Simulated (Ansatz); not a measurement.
**AlBrFHO: vertical ionisation energy**

How much energy removes an electron from AlBrFHO at fixed geometry? The cation is run at each level and the neutral's energy taken from earlier runs.

The runs use Ansatz 0.2.0, Gaussian basis; unrestricted cation, the program's frozen cores in correlated methods.

The runs, in order: UKS PBE-D4/def2-TZVPP; UKS r2SCAN-D4/def2-TZVPP; UKS PBE0-D4/def2-TZVPP; UKS B3LYP-D4/def2-TZVPP; UKS wB97X-V/def2-TZVPP; UKS wB97M-V/def2-TZVPP; UKS B2PLYP/def2-TZVPP; UHF-CCSD(T)/def2-TZVPP; UHF-CCSD(T)/def2-QZVPP; extrapolation to the limit; then −ε(HOMO) from the neutral's earlier runs with LDA (SPW92), PBE-D4, revPBE-D4, BLYP-D4, r2SCAN-D4, B97M-V, PBE0-D4, B3LYP-D4, r2SCANh-D4, r2SCAN0-D4, HSE06-D4, BHLYP-D4, CAM-B3LYP-D4, LC-ωPBE, ωB97X-V, ωB97M-V.

### Step 1. Structure used throughout

All runs share one geometry, relaxed beforehand with PBE0-D4 in a triple-zeta def2 set.

SMILES `[OH][Al]([F])[Br]`, 5 atoms, charge 0, spin multiplicity 1.

Atoms are counted from 1 here; the program's logs count them from 0.

Bond lengths: O1–Al2 1.676 Å, O1–H5 0.956 Å, Al2–F3 1.635 Å, Al2–Br4 2.233 Å. Angles: Al2–O1–H5 123.3°, O1–Al2–F3 118.3°, O1–Al2–Br4 122.9°, F3–Al2–Br4 118.9°.

As a file:

```xyz
5
AlBrFHO
O     0.71876    1.06609    0.26437
Al    0.09468   -0.42588   -0.17534
F     1.12110   -1.54827   -0.77398
Br   -2.06936   -0.93960    0.02215
H     0.18472    1.77387    0.62140
```

### Step 2. Cation, UKS PBE-D4/def2-TZVPP

in.yaml

```yaml
crystal:
  periodic: [false, false, false]
  atoms:
    - {symbol: O, position_ang: [0.718757, 1.066090, 0.264369]}
    - {symbol: Al, position_ang: [0.094680, -0.425883, -0.175342]}
    - {symbol: F, position_ang: [1.121104, -1.548272, -0.773976]}
    - {symbol: Br, position_ang: [-2.069359, -0.939604, 0.022153]}
    - {symbol: H, position_ang: [0.184720, 1.773870, 0.621396]}
basis:
  gaussian: {orbitals: def2-TZVPP}
total_charge: 1
magnetization: {spin_polarized: true, initial_magnetization: 1}
hamiltonian: {xc: pbe, dispersion: d4}
```

Started as:

```console
ansatz run in.yaml --threads 2 --pin off --events-out ev --progress --plain --max-ram 22528MiB --backend cpu
```

Further steps of the session: Cation, UKS r2SCAN-D4/def2-TZVPP; Cation, UKS PBE0-D4/def2-TZVPP; Cation, UKS B3LYP-D4/def2-TZVPP; Cation, UKS wB97X-V/def2-TZVPP; Cation, UKS wB97M-V/def2-TZVPP; Cation, UKS B2PLYP (frozen core)/def2-TZVPP; Cation, UHF-CCSD(T)/def2-TZVPP; Cation, UHF-CCSD(T)/def2-QZVPP.

Before running them: what should the planned runs give, taken together? Wanted: ionisation energy, CCSD(T)/CBS; nearest functional by difference; nearest −ε(HOMO); −ε(HOMO) of PBE; T1 of the cation.

**Answer**, as computed:

```
                        quantity               value
  ionisation energy, CCSD(T)/CBS            11.75 eV
nearest functional by difference  ωB97X-V (-0.17 eV)
                nearest −ε(HOMO)  LC-ωPBE (-0.04 eV)
                 −ε(HOMO) of PBE             7.60 eV
                T1 of the cation               0.017
```

What this shows: By cation minus neutral, the functionals miss by 0.75 eV at most. −ε(HOMO) of PBE misses by 4.1 eV, since self-interaction lifts the level. Among orbital estimates LC-ωPBE comes nearest. Hartree-Fock falls 1.09 eV short, as the neutral has more correlation energy than the cation. Correlated methods include outer-core shells of Br, which these sets cover unevenly. With outer-core shells in play the reference is unsure by up to some tenths of an eV, so close misses can't be ranked.
